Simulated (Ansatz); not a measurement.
**C6H3ClGe: up Jacob's ladder to CCSD(T)**

The task here is to estimate one member of a computed series from the others.

Program: Ansatz 0.2.0, Gaussian basis. Level of theory: functionals in def2-TZVPP, the program's frozen cores in correlated methods. These are calculated values, not measurements.

Levels to be run: LDA (SPW92), PBE-D4, revPBE-D4, BLYP-D4, r2SCAN-D4, B97M-V, PBE0-D4, B3LYP-D4, r2SCANh-D4, r2SCAN0-D4, HSE06-D4, BHLYP-D4, CAM-B3LYP-D4, LC-ωPBE, ωB97X-V, ωB97M-V, B2PLYP, PBE-QIDH; CCSD(T)/def2-SVP; MP2/def2-TZVPP; MP2/def2-QZVPP; RPA on PBE.

## The geometry

An earlier PBE0-D4 in a triple-zeta def2 set relaxation fixed the geometry.

SMILES `C#[C][Ge]([Cl])([C]#C)[C]#C`, 11 atoms, charge 0, spin multiplicity 1.

Atoms are counted from 1 here; the program's logs count them from 0.

Bond lengths: C1–C2 1.203 Å, C1–H9 1.066 Å, C2–Ge3 1.884 Å, Ge3–Cl4 2.140 Å, Ge3–C5 1.884 Å, Ge3–C7 1.884 Å, C5–C6 1.203 Å, C6–H10 1.066 Å, C7–C8 1.203 Å, C8–H11 1.066 Å. Angles: C2–C1–H9 180.0°, C1–C2–Ge3 179.8°, C2–Ge3–Cl4 108.2°, C2–Ge3–C5 110.7°, C2–Ge3–C7 110.7°, Cl4–Ge3–C5 108.2°, Cl4–Ge3–C7 108.2°, C5–Ge3–C7 110.7°, Ge3–C5–C6 179.7°, C5–C6–H10 180.0°, Ge3–C7–C8 179.7°, C7–C8–H11 180.0°.

Set-up of the first run:

Input file in.yaml:

```yaml
crystal:
  periodic: [false, false, false]
  atoms:
    - {symbol: C, position_ang: [-0.382287, -0.264328, 2.921724]}
    - {symbol: C, position_ang: [-0.440180, -0.100752, 1.730917]}
    - {symbol: Ge, position_ang: [-0.535335, 0.157471, -0.132776]}
    - {symbol: Cl, position_ang: [-2.529577, 0.757470, -0.625149]}
    - {symbol: C, position_ang: [0.642360, 1.524089, -0.675429]}
    - {symbol: C, position_ang: [1.390651, 2.400693, -1.021491]}
    - {symbol: C, position_ang: [-0.159936, -1.446717, -1.046411]}
    - {symbol: C, position_ang: [0.074633, -2.472205, -1.630780]}
    - {symbol: H, position_ang: [-0.331103, -0.409258, 3.976731]}
    - {symbol: H, position_ang: [2.053650, 3.177220, -1.328256]}
    - {symbol: H, position_ang: [0.282522, -3.380683, -2.148579]}
basis:
  gaussian: {orbitals: def2-TZVPP}
hamiltonian: {xc: lda}
output: {orbitals: {seedname: orbitals}}
```

Launch:

```bash
ansatz run in.yaml --threads 4 --pin off --events-out ev --progress --plain --max-ram 11315MiB
```

Among the steps run: LDA; PBE-D4 (GGA); revPBE-D4 (GGA); BLYP-D4 (GGA); r2SCAN-D4 (meta-GGA); B97M-V (meta-GGA); PBE0-D4 (hybrid); B3LYP-D4 (hybrid); r2SCANh-D4 (hybrid); r2SCAN0-D4 (hybrid); HSE06-D4 (hybrid); BHLYP-D4 (hybrid); CAM-B3LYP-D4 (range-separated); LC-ωPBE (range-separated); ωB97X-V (range-separated); ωB97M-V (range-separated); B2PLYP (double hybrid); PBE-QIDH (double hybrid).

One table of the session follows, with a row left open; its other results are not shown here.

It belongs to the step «Frontier levels by functional». 

| functional | HOMO (eV) | gap (eV) |
| --- | --- | --- |
| LDA (SPW92) | -7.50 | 5.00 |
| PBE-D4 | -7.29 | 5.07 |
| revPBE-D4 | -7.22 | 5.11 |
| BLYP-D4 | -7.10 | 5.04 |
| r2SCAN-D4 | -7.54 | 5.49 |
| B97M-V | -7.49 | 5.55 |
| PBE0-D4 | -8.52 | 7.17 |
| B3LYP-D4 | -8.25 | 6.71 |
| r2SCANh-D4 | -7.99 | 6.27 |
| r2SCAN0-D4 | -8.68 | 7.44 |
| HSE06-D4 | -8.12 | 6.40 |
| BHLYP-D4 | -9.55 | 9.22 |
| CAM-B3LYP-D4 | -9.88 | 9.61 |
| LC-ωPBE | ? | ? |
| ωB97X-V | -10.92 | 11.69 |
| ωB97M-V | -10.79 | 11.45 |

Q: Estimate the row for LC-ωPBE from the others.

**Answer.** HOMO (eV): -11.38; gap (eV): 12.22. In the column «HOMO (eV)» it is the lowest.
